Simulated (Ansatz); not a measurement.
# Si4Sb: the cost of one run

Computed with Ansatz 0.2.0 (DFT PBE, scalar-relativistic, plane waves, PAW, unless a step's input says otherwise).

2 further runs of the same task are left out: 1 that didn't finish, 1 set aside as unsound or not needed.

### Step 1. The starting structure

Symmetry: Im-3m, No. 229, cubic system. Conventional cell: a = 5.705 Å, b = 5.705 Å, c = 5.705 Å, α = 90.00°, β = 90.00°, γ = 90.00°. Si (site symmetry -3m) is surrounded by 2 Sb at 2.47 Å. Sb (site symmetry m-3m) is surrounded by 8 Si at 2.47 Å.

Structure file:

```xyz
5
Lattice="-2.8524 2.8524 2.8524 2.8524 -2.8524 2.8524 2.8524 2.8524 -2.8524" Properties=species:S:1:pos:R:3 pbc="T T T"
Si    1.4262    1.4262   -1.4262
Si    1.4262   -1.4262    1.4262
Si   -1.4262    1.4262    1.4262
Si    1.4262    1.4262    1.4262
Sb    0.0000    0.0000    0.0000
```

A structure generator made this guess: species swapped into a database cell of CrGa4 (Im-3m, No. 229), with Sb on the Cr sites and Si on the Ga sites. Its size is a rough estimate.

### Step 2. A first look at the guess

Contents of input.yaml:

```yaml
crystal:
  lattice:
    - [-2.85242372, 2.85242372, 2.85242372]
    - [2.85242372, -2.85242372, 2.85242372]
    - [2.85242372, 2.85242372, -2.85242372]
  atoms:
    - { symbol: Si, position: [0.0, 0.0, 0.5] }
    - { symbol: Si, position: [0.0, 0.5, 0.0] }
    - { symbol: Si, position: [0.5, 0.0, 0.0] }
    - { symbol: Si, position: [0.5, 0.5, 0.5] }
    - { symbol: Sb, position: [0.0, 0.0, 0.0] }
basis:
  ecutwfc: 420
kpoints:
  mp_grid: { grid: [4, 4, 4] }
hamiltonian:
  xc: pbe
scf:
  occupations: { method: gaussian, width: 0.1 }
  lower_state_search: "off"
output:
  forces: true
  stress: true
  eigenvalues: true
```

On the command line:

```
$ ansatz run input.yaml --threads 1 --pin off --max-ram 2048MiB --backend cpu --events-out ev --progress --plain --runs-dir out
```

**Question.** How long does this run take on 1 thread of Intel Xeon Platinum 8488C (Sapphire Rapids), shared host, and how much memory does it need?

About 1.9 s, with a peak of 0.4 GiB.
